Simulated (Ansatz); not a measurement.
# Si2Mo: the cost of one run

Computed with Ansatz 0.2.0 (DFT, PBE, PAW with Ansatz's default frozen-core files, scalar-relativistic, unless a step's input says otherwise).

## Step 1: The system as given

Symmetry: I4/mmm, No. 139, tetragonal system. Conventional cell: a = 3.204 Å, b = 3.204 Å, c = 7.816 Å, α = 90.00°, β = 90.00°, γ = 90.00°. Around Si (site symmetry 4mm) lie 5 Si at 2.57 to 2.63 Å and 5 Mo at 2.61 to 2.62 Å. Mo (site symmetry 4/mmm) is surrounded by 10 Si at 2.61 to 2.62 Å.

As a file:

```
Si Mo
1.0
    -1.60213    1.60213    3.90810
     1.60213   -1.60213    3.90810
     1.60213    1.60213   -3.90810
Si Mo
2 1
Cartesian
  0.0000 0.0000 5.1944
  0.0000 0.0000 2.6218
  0.0000 0.0000 0.0000
```

Whether this phase is the stable one at these pressures isn't tested.

Atoms are numbered in the order of the input: Si1, Si2, Mo3.

## Step 2: Shape and atoms relaxed at the given volume, PAW

File input.yaml:

```yaml
crystal:
  lattice:
    - [-1.6021322798, 1.6021322798, 3.9080959821]
    - [1.6021322798, -1.6021322798, 3.9080959821]
    - [1.6021322798, 1.6021322798, -3.9080959821]
  atoms:
    - { symbol: Si, position: [0.66457063, 0.66457063, 0.0] }
    - { symbol: Si, position: [0.33542937, 0.33542937, 0.0] }
    - { symbol: Mo, position: [0.0, 0.0, 0.0] }
kpoints:
  mp_grid: { grid: [16, 16, 16] }
scf:
  occupations: { method: fermi_dirac, width: 0.05 }
hamiltonian:
  xc: pbe
  pseudopotentials: { kind: paw }
output:
  forces: true
  stress: true
relax:
  f_tol: 0.01
  max_steps: 30
  cell: { stress_tol: 0.05, fix: [volume] }
```

Run with:

```console
$ ansatz run input.yaml --threads 1 --pin off --max-ram 3072MiB --backend cpu --events-out ev --progress --plain --runs-dir out
```

**Question.** How long does this run take on 1 thread of Arm Neoverse N1, shared host, and how much memory does it need?

About 88 s, with a peak of 0.51 GiB.
